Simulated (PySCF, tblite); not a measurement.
# C₆H₁₁B: dynamics, then NMR shifts on frames

How do NMR shifts of C₆H₁₁B (`C=CB1CCCC1`) change as the atoms move?

Computed with tblite 0.8.0 and PySCF 2.14.0, with density-fitted response routines of our own, on a single molecule in the gas phase. Atoms are numbered from 0 throughout.

### Step 1. The starting structure

18 atoms, charge 0, multiplicity 1; geometry from: GFN2-xTB.

Bonds of the start (Å): C0–C1 1.33, C1–B2 1.55, B2–C3 1.58, C3–C4 1.54, C4–C5 1.53, C5–C6 1.54, C6–B2 1.58, C0–H7 1.08, C0–H8 1.08, C1–H9 1.09, C3–H10 1.09, C3–H11 1.09, C4–H12 1.09, C4–H13 1.09, C5–H14 1.09, C5–H15 1.09, C6–H16 1.09, C6–H17 1.09.

### Step 2. A short Langevin run with GFN2-xTB

Job settings and geometry (Å):

```
{"job": {"kind": "md", "xc": "GFN2-xTB", "basis": "xTB", "temperature": 200, "steps": 2000, "every": 50, "frames": 5}, "charge": 0, "multiplicity": 1}
C      2.703762     0.152480     1.070301
C      1.717956     0.906031     0.585667
B      0.412290     0.351039    -0.034769
C      0.004725    -1.164850    -0.230572
C     -1.232744    -1.113604    -1.142136
C     -1.925377     0.207937    -0.805153
C     -0.782797     1.215319    -0.602727
H      2.647722    -0.924300     1.056006
H      3.601714     0.569777     1.501435
H      1.850628     1.982664     0.639162
H      0.770514    -1.830113    -0.630382
H     -0.281755    -1.582507     0.739799
H     -0.909574    -1.096680    -2.185234
H     -1.894558    -1.970461    -1.008788
H     -2.478932     0.099664     0.129952
H     -2.629899     0.511701    -1.580584
H     -0.486588     1.620570    -1.575860
H     -1.095846     2.071651    -0.004422
```

Level: GFN2-xTB Langevin dynamics, gas phase.

On the command line:

```console
OMP_NUM_THREADS=1 python probes_run.py task.json out
```

One launch serves the whole session: the jobs run in the order shown.

Output:

```text
t/fs     T/K      E/eV
    0.0   169.6   -534.42659
   25.0   103.0   -534.13159
   50.0   127.6   -534.12277
   75.0   141.9   -534.16044
  100.0   129.3   -534.19590
  125.0   140.6   -534.18798
  150.0   161.6   -534.16266
  175.0   136.6   -534.07715
  200.0   210.0   -534.04017
  225.0   179.1   -533.94286
  250.0   219.4   -533.99737
  275.0   227.7   -534.08932
  300.0   175.0   -533.93471
  325.0   159.6   -533.92906
  350.0   170.8   -534.14618
  375.0   171.9   -534.10880
  400.0   160.5   -534.06029
  425.0   185.6   -534.16924
  450.0   193.3   -534.15890
  475.0   198.9   -534.08909
  500.0   198.4   -534.00231
  525.0   187.4   -533.83067
  550.0   179.2   -533.96479
  575.0   189.9   -533.98739
  600.0   225.7   -534.04040
  625.0   246.6   -533.99126
  650.0   172.6   -533.85752
  675.0   143.8   -534.01313
  700.0   164.0   -534.04351
  725.0   183.2   -534.07516
  750.0   159.6   -533.96876
  775.0   169.9   -534.02318
  800.0   165.3   -534.06977
  825.0   182.8   -534.06723
  850.0   162.2   -533.92288
  875.0   167.6   -533.94256
  900.0   169.1   -533.88065
  925.0   263.3   -534.17177
  950.0   137.6   -533.99720
  975.0   180.6   -534.09052
 1000.0   155.0   -534.04153
```

It took 13 s on 1 thread of Intel Xeon Platinum 8488C, shared host; peak memory 0.19 GiB.

Distance from the start (root mean square after alignment): 0 fs 0.00 Å, 200 fs 0.19 Å, 400 fs 0.15 Å, 600 fs 0.28 Å, 800 fs 0.40 Å, 1000 fs 0.41 Å.

Positions (Å) and forces (eV/Å) at 1000 fs:

```xyz
18

C     2.505   -1.007    1.732    0.400   -0.457    0.824
C     1.744   -0.005    1.354   -0.969    0.576   -1.185
B     0.786   -0.047    0.115   -0.530   -0.249   -0.270
C     1.023   -0.841   -1.224   -1.215   -0.298   -0.054
C    -0.286   -0.691   -2.062    0.354   -0.079   -0.591
C    -1.442   -0.498   -1.068    1.487    0.057    0.609
C    -0.778    0.374    0.064    0.500   -1.538   -0.148
H     2.519   -1.944    1.221    0.018   -0.267   -0.307
H     3.072   -0.995    2.655    0.085    0.104   -0.092
H     1.721    0.902    1.922    0.139    0.308    0.451
H     1.925   -0.713   -1.793    0.263    0.112   -0.275
H     0.971   -1.881   -0.916    0.414   -0.374    0.236
H    -0.210    0.238   -2.660   -0.029   -0.539   -0.006
H    -0.438   -1.583   -2.740    0.111    1.024    0.550
H    -1.799   -1.444   -0.690    0.084   -0.369    0.260
H    -2.271   -0.018   -1.541   -0.485    0.456   -0.175
H    -0.857    1.359   -0.344   -0.183    0.849    0.593
H    -1.208    0.183    1.054   -0.444    0.683   -0.420
```

### Step 3. NMR shieldings: 250 fs, PBE0/pcSseg-1

Job settings and geometry (Å):

```
{"job": {"kind": "nmr", "xc": "PBE0", "basis": "pcSseg-1", "pop": false}, "charge": 0, "multiplicity": 1}
C      2.116600    -0.226000     1.784000
C      1.337900     0.687800     1.132500
B      0.287700     0.149600     0.076500
C      0.194700    -1.300900    -0.428800
C     -0.755500    -1.278300    -1.592700
C     -1.740400    -0.050700    -1.288300
C     -0.859300     0.975400    -0.647500
H      2.083600    -1.288700     1.561700
H      2.727400     0.134700     2.595400
H      1.416000     1.766600     1.373100
H      1.195600    -1.638500    -0.692700
H     -0.193300    -2.084300     0.259100
H     -0.270400    -1.059600    -2.575400
H     -1.260900    -2.246700    -1.737600
H     -2.506500    -0.429000    -0.620200
H     -2.237100     0.299100    -2.143700
H     -0.358800     1.496400    -1.442300
H     -1.453500     1.721100    -0.051400
```

Method: GIAO PBE0/pcSseg-1 NMR shielding, non-relativistic, gas phase.

Output:

```text
coarse grid: 14424 points
cycle   1  E = -259.6132155262  dE =  6.953e-01  |g| = 4.866e-01  |ddm| = 3.640e+00
cycle   2  E = -259.5889413680  dE =  2.427e-02  |g| = 5.825e-01  |ddm| = 9.990e-01
cycle   3  E = -259.6785551165  dE = -8.961e-02  |g| = 7.723e-02  |ddm| = 6.032e-01
cycle   4  E = -259.6797279892  dE = -1.173e-03  |g| = 3.923e-02  |ddm| = 8.408e-02
cycle   5  E = -259.6801139325  dE = -3.859e-04  |g| = 1.056e-02  |ddm| = 3.408e-02
cycle   6  E = -259.6801403150  dE = -2.638e-05  |g| = 2.777e-03  |ddm| = 1.029e-02
cycle   7  E = -259.6801423381  dE = -2.023e-06  |g| = 1.685e-04  |ddm| = 2.439e-03
final grid: 137552 points
cycle   8  E = -259.7208519756  dE = -3.845e-05  |g| = 8.753e-03  |ddm| = 2.994e-02
cycle   9  E = -259.7208454215  dE =  6.554e-06  |g| = 1.022e-02  |ddm| = 1.639e-02
cycle  10  E = -259.7208721025  dE = -2.668e-05  |g| = 6.590e-04  |ddm| = 9.020e-03
cycle  11  E = -259.7208722039  dE = -1.014e-07  |g| = 1.827e-04  |ddm| = 7.249e-04
cycle  12  E = -259.7208722126  dE = -8.751e-09  |g| = 2.750e-05  |ddm| = 1.747e-04
cycle  13  E = -259.7208722128  dE = -1.783e-10  |g| = 6.704e-06  |ddm| = 3.361e-05
converged SCF energy = -259.7208722128

GIAO shielding tensors (ppm)
atom      isotropic    diamagn.    paramagn.     s11        s22        s33       span
  0 C       30.082     253.923    -223.841   -103.215     33.151    160.310    263.525
  1 C       26.879     258.803    -231.924   -108.272     17.517    171.391    279.663
  2 B       16.338     187.175    -170.838    -42.696     -2.649     94.358    137.054
  3 C      165.845     253.404     -87.559    153.633    160.004    183.897     30.264
  4 C      152.010     246.893     -94.882    122.257    161.901    171.873     49.615
  5 C      155.982     247.763     -91.781    125.292    166.929    175.724     50.432
  6 C      157.225     252.608     -95.383    147.607    155.168    168.901     21.294
  7 H       24.278      31.651      -7.373     19.953     23.751     29.130      9.177
  8 H       24.722      27.949      -3.227     21.151     24.254     28.761      7.610
  9 H       23.611      30.870      -7.259     19.603     23.916     27.313      7.710
 10 H       30.126      32.291      -2.164     24.939     29.540     35.900     10.961
 11 H       29.494      31.507      -2.013     23.316     28.860     36.307     12.992
 12 H       29.563      29.926      -0.364     24.718     28.278     35.691     10.974
 13 H       29.292      29.587      -0.295     24.244     27.797     35.834     11.590
 14 H       30.287      31.179      -0.892     25.433     29.032     36.397     10.964
 15 H       30.612      30.908      -0.296     25.574     28.829     37.433     11.860
 16 H       31.384      31.810      -0.426     26.295     29.988     37.869     11.574
 17 H       29.303      30.346      -1.043     24.402     28.097     35.409     11.007
```

Run time: 25 s. Hardware: 1 thread of Intel Xeon Platinum 8488C, shared host; peak memory 0.79 GiB.

The references, computed at this level on geometries of the same kind, shield at (ppm): 1H TMS 31.72, 13C TMS 186.9, 11B BF3·OEt2 100.1. Their shielding less the atom's gives the shift. The references are single molecules in the gas phase. Each atom is listed at this fixed geometry, with no averaging over motion; a spectrum would average atoms that exchange fast.

```tsv
atoms	environment	σ (ppm)	δ (ppm)
C1	alkene CH	26.9	160.0
C0	terminal =CH2 carbon	30.1	156.8
C4	sp3 CH2 in a ring	152.0	34.9
C5	sp3 CH2 in a ring	156.0	30.9
C6	sp3 CH2 bonded to B	157.2	29.7
C3	sp3 CH2 bonded to B	165.8	21.1
H9	hydrogen on an alkene CH	23.61	8.11
H7	hydrogen on a terminal =CH2 carbon	24.28	7.44
H8	hydrogen on a terminal =CH2 carbon	24.72	6.99
H13	hydrogen on an sp3 CH2 in a ring	29.29	2.43
H17	hydrogen on an sp3 CH2 bonded to B	29.30	2.41
H11	hydrogen on an sp3 CH2 bonded to B	29.49	2.22
H12	hydrogen on an sp3 CH2 in a ring	29.56	2.15
H10	hydrogen on an sp3 CH2 bonded to B	30.13	1.59
H14	hydrogen on an sp3 CH2 in a ring	30.29	1.43
H15	hydrogen on an sp3 CH2 in a ring	30.61	1.10
H16	hydrogen on an sp3 CH2 bonded to B	31.38	0.33
B2	boron bonded to 3 C, in a 5-membered ring	16.3	83.7
```

Ring of atoms B2, C3, C4, C5, C6: NICS(0) 0.6, NICS(1) -2.9, NICS(1)zz -2.6 ppm (means of both faces).

### Step 4. Shielding tensors: 425 fs, PBE0/pcSseg-1

Job settings and geometry (Å):

```
{"job": {"kind": "nmr", "xc": "PBE0", "basis": "pcSseg-1", "pop": false}, "charge": 0, "multiplicity": 1}
C      2.361100    -0.563200     2.038100
C      1.372900     0.206000     1.583900
B      0.561800    -0.078400     0.289300
C      0.677700    -1.383100    -0.661400
C     -0.228600    -1.093800    -1.888000
C     -1.273600    -0.041000    -1.372500
C     -0.500200     0.814100    -0.391900
H      2.441000    -1.535300     1.552500
H      3.023800    -0.328400     2.847000
H      1.280900     1.164900     2.098900
H      1.703800    -1.541800    -0.955400
H      0.377600    -2.292600    -0.164500
H      0.332100    -0.631700    -2.679600
H     -0.761600    -1.985500    -2.297300
H     -2.010900    -0.591800    -0.774000
H     -1.751400     0.533800    -2.208600
H      0.029900     1.518300    -1.014100
H     -1.176300     1.417200     0.250000
```

Level: GIAO PBE0/pcSseg-1 NMR shielding, non-relativistic, gas phase.

Output:

```text
coarse grid: 14424 points
cycle   1  E = -259.6181396868  dE =  6.908e-01  |g| = 4.863e-01  |ddm| = 3.636e+00
cycle   2  E = -259.5963404082  dE =  2.180e-02  |g| = 5.736e-01  |ddm| = 9.864e-01
cycle   3  E = -259.6831405060  dE = -8.680e-02  |g| = 7.506e-02  |ddm| = 5.916e-01
cycle   4  E = -259.6842786674  dE = -1.138e-03  |g| = 3.632e-02  |ddm| = 8.100e-02
cycle   5  E = -259.6846075322  dE = -3.289e-04  |g| = 9.825e-03  |ddm| = 3.180e-02
cycle   6  E = -259.6846301676  dE = -2.264e-05  |g| = 2.570e-03  |ddm| = 9.790e-03
cycle   7  E = -259.6846318848  dE = -1.717e-06  |g| = 1.459e-04  |ddm| = 2.231e-03
final grid: 137552 points
cycle   8  E = -259.7254183083  dE = -3.678e-05  |g| = 8.767e-03  |ddm| = 2.734e-02
cycle   9  E = -259.7254121043  dE =  6.204e-06  |g| = 1.017e-02  |ddm| = 1.647e-02
cycle  10  E = -259.7254385990  dE = -2.649e-05  |g| = 6.596e-04  |ddm| = 9.034e-03
cycle  11  E = -259.7254387016  dE = -1.026e-07  |g| = 1.799e-04  |ddm| = 7.222e-04
cycle  12  E = -259.7254387101  dE = -8.485e-09  |g| = 2.838e-05  |ddm| = 1.746e-04
cycle  13  E = -259.7254387103  dE = -1.470e-10  |g| = 1.609e-05  |ddm| = 3.936e-05
converged SCF energy = -259.7254387103

GIAO shielding tensors (ppm)
atom      isotropic    diamagn.    paramagn.     s11        s22        s33       span
  0 C       30.895     256.046    -225.151    -97.459     31.386    158.757    256.216
  1 C       39.357     255.899    -216.543    -83.611     23.789    177.892    261.503
  2 B       16.424     188.154    -171.730    -48.813     -1.888     99.972    148.786
  3 C      163.459     253.452     -89.993    154.644    160.602    175.132     20.488
  4 C      154.303     247.782     -93.479    128.437    163.328    171.143     42.706
  5 C      148.896     249.474    -100.578    117.187    156.189    173.313     56.125
  6 C      155.446     252.253     -96.807    139.250    157.174    169.915     30.665
  7 H       24.796      31.602      -6.806     21.290     23.529     29.569      8.279
  8 H       24.586      28.663      -4.077     21.423     24.944     27.392      5.969
  9 H       24.516      31.195      -6.679     21.520     23.776     28.251      6.731
 10 H       30.443      31.806      -1.363     24.860     29.804     36.664     11.804
 11 H       30.658      31.923      -1.265     25.011     29.623     37.339     12.327
 12 H       30.384      31.161      -0.777     25.397     29.254     36.500     11.103
 13 H       28.996      28.977       0.019     24.227     27.251     35.508     11.281
 14 H       29.724      31.416      -1.692     25.132     28.721     35.319     10.187
 15 H       28.814      29.690      -0.875     23.911     27.116     35.416     11.506
 16 H       31.017      31.951      -0.933     25.893     29.591     37.568     11.675
 17 H       29.572      31.335      -1.763     24.835     28.348     35.534     10.700
```

It took 25 s on 1 thread of Intel Xeon Platinum 8488C, shared host; peak memory 0.81 GiB.

This run: δ C0 156.0, C1 147.6, C5 38.0, C4 32.6, H9 7.20, H8 7.13 ppm.

(Part 1 of 2 ends here.)
